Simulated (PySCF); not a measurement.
# SiH4O3 (SMILES O[SiH](O)O) at 5 levels

Aim: a comparison of 5 runs (B3LYP/6-311+G**, BHLYP/6-311+G**, PBE0/6-311+G**, revPBE/6-311+G**, CCSD(T)/6-311+G**) of SiH4O3. Input form: a Python script.

The results are computed with PySCF 2.14.0.

## 1. The molecule

SiH4O3 has 8 atoms, charge 0, and is taken as a singlet. As SMILES, `O[SiH](O)O`. One bond was lengthened or shortened from a relaxed shape.

Bond lengths: O1–Si2 1.630 Å, Si2–O3 1.641 Å, Si2–O4 1.633 Å, O1–H5 0.959 Å, Si2–H6 1.476 Å, O3–H7 1.102 Å, O4–H8 0.958 Å. Angles: O1–Si2–O3 114.4°, O1–Si2–O4 109.0°, O3–Si2–O4 105.0°, O1–Si2–H6 104.5°, O3–Si2–H6 110.6°, O4–Si2–H6 113.5°, Si2–O1–H5 117.6°, Si2–O3–H7 117.9°, Si2–O4–H8 116.6°.

## 2. The energy at B3LYP/6-311+G(d,p) (run 1)

Contents of calc.py:

```python
from pyscf import gto, dft

mol = gto.M(
    atom=[
    ('O', (-0.050942, 1.587884, -0.313547)),
    ('Si', (-0.280442, 0.051684, 0.180653)),
    ('O', (1.060458, -0.892016, 0.107953)),
    ('O', (-1.359642, -0.670616, -0.809847)),
    ('H', (0.067958, 1.738884, -1.253047)),
    ('H', (-0.751642, 0.178484, 1.573453)),
    ('H', (1.894900, -0.655000, 0.786800)),
    ('H', (-1.250542, -1.612616, -0.948247)),
],
    charge=0,
    spin=0,
    verbose=3,
    basis='6-311+g**',
    max_memory=1860,
)

calc0 = dft.RKS(mol)
calc0.xc = 'b3lyp'
calc0.conv_tol = 1e-10
calc0.grids.level = 5
calc0.kernel()
if not calc0.converged:
    calc0 = calc0.newton().run(calc0.mo_coeff, calc0.mo_occ)

e_tot = calc0.e_tot
print('E(%s) = %.9f' % ('B3LYP', e_tot))
```

Launch:

```console
OMP_NUM_THREADS=1 python calc.py
```

Standard output:

```text
converged SCF energy = -517.807782839966
E(B3LYP) = -517.807782840
```

Run time: 29 s. Hardware: 1 thread of Intel Xeon at 2.70GHz, shared host; peak memory 0.66 GiB.

## 3. A single-point energy at BHLYP/6-311+G(d,p) (run 2)

Contents of run.py:

```python
from pyscf import gto, dft

mol = gto.M(
    atom='''
O     -0.096266     3.000666    -0.592518
Si    -0.529959     0.097669     0.341385
O      2.003975    -1.685666     0.204002
O     -2.569351    -1.267281    -1.530389
H      0.128422     3.286015    -2.367916
H     -1.420398     0.337286     2.973395
H      3.580842    -1.237771     1.486837
H     -2.363182    -3.047403    -1.791927
''',
    spin=0,
    max_memory=1860,
    unit='bohr',
    charge=0,
    basis='6-311+g**',
    verbose=4,
)

mf = dft.RKS(mol, xc='bhandhlyp')
mf.grids.level = 5
mf.conv_tol = 1e-10
mf.kernel()
if not mf.converged:
    mf = mf.newton().run(mf.mo_coeff, mf.mo_occ)

e_final = mf.e_tot
print(f'total energy: {e_final:.8f} hartree')
```

Launch:

```console
OMP_NUM_THREADS=1 python run.py
```

Standard output:

```text
PySCF version 2.14.0

[... 78 lines left out ...]
converged SCF energy = -517.672202630841
total energy: -517.67220263 hartree
```

It took 28 s on 1 thread of Intel Xeon at 2.70GHz, shared host; peak memory 0.66 GiB.

Runs 3 to 4 aren't shown in full; the table further down has their settings and results.

## 4. The energy at CCSD(T)/6-311+G(d,p) (run 5)

Contents of job.py:

```python
from pyscf import gto, cc

system = gto.Mole()
system.atom = '''
O     -0.096266     3.000666    -0.592518
Si    -0.529959     0.097669     0.341385
O      2.003975    -1.685666     0.204002
O     -2.569351    -1.267281    -1.530389
H      0.128422     3.286015    -2.367916
H     -1.420398     0.337286     2.973395
H      3.580842    -1.237771     1.486837
H     -2.363182    -3.047403    -1.791927
'''
system.verbose = 3
system.unit = 'bohr'
system.max_memory = 1860
system.basis = '6-311+g**'
system.build()

mf = system.RHF()
mf.conv_tol = 1e-10
mf.kernel()
if not mf.converged:
    mf = mf.newton().run(mf.mo_coeff, mf.mo_occ)

mycc = cc.CCSD(mf, frozen=8)
mycc.kernel()
e_t = mycc.ccsd_t()
e_tot = mycc.e_tot + e_t
print('E(%s) = %.9f' % ('CCSD(T)', e_tot))
```

Launch:

```console
OMP_NUM_THREADS=1 python job.py
```

Standard output:

```text
converged SCF energy = -516.061695383476
E(CCSD) = -516.7934112349415  E_corr = -0.7317158514655571
CCSD(T) correction = -0.0210256524848961
E(CCSD(T)) = -516.814436887
```

Run time: 2 min. Hardware: 1 thread of Intel Xeon at 2.70GHz, shared host; peak memory 1.7 GiB.

## 5. Overview of the runs

```
run              level  integration grid  frozen core orbitals  energy (Eh)  dipole moment (D) of the reference  HOMO energy (eV)  LUMO energy (eV)  wall time
  1    B3LYP/6-311+G**                 5                     –  -517.807783                                1.80             -8.90             -0.78       29 s
  2    BHLYP/6-311+G**                 5                     –  -517.672203                                1.86            -10.67              0.09       28 s
  3     PBE0/6-311+G**                 5                     –  -517.416637                                1.82             -9.13             -0.44       28 s
  4   revPBE/6-311+G**                 5                     –  -517.640943                                1.74             -7.45             -1.23       33 s
  5  CCSD(T)/6-311+G**                 –                     8  -516.814437                                1.93            -13.06              1.50      2 min
```

## 6. Results

```
                                          quantity          value
                               run 5: total energy  -516.81444 Eh
       run 5: dipole moment (Hartree–Fock density)         1.93 D
        run 5: HOMO energy (Hartree–Fock orbitals)      -13.06 eV
        run 5: LUMO energy (Hartree–Fock orbitals)        1.50 eV
      run 5: HOMO–LUMO gap (Hartree–Fock orbitals)       14.56 eV
run 5: correlation energy (8 core orbitals frozen)     -752.7 mEh
                             run 5: (T) correction     -21.03 mEh
                              run 5: T1 diagnostic          0.013
```

In words: Over runs 1, 2, 3, 4 the dipole moment (its size) runs from 1.74 D (revPBE/6-311+G**) to 1.86 D (BHLYP/6-311+G**). Over runs 1, 2, 3, 4 the HOMO–LUMO gap runs from 6.22 eV (revPBE/6-311+G**) to 10.76 eV (BHLYP/6-311+G**). Totals of different functionals can't be ranked against each other. All runs together took 4 min, the longest 2 min.
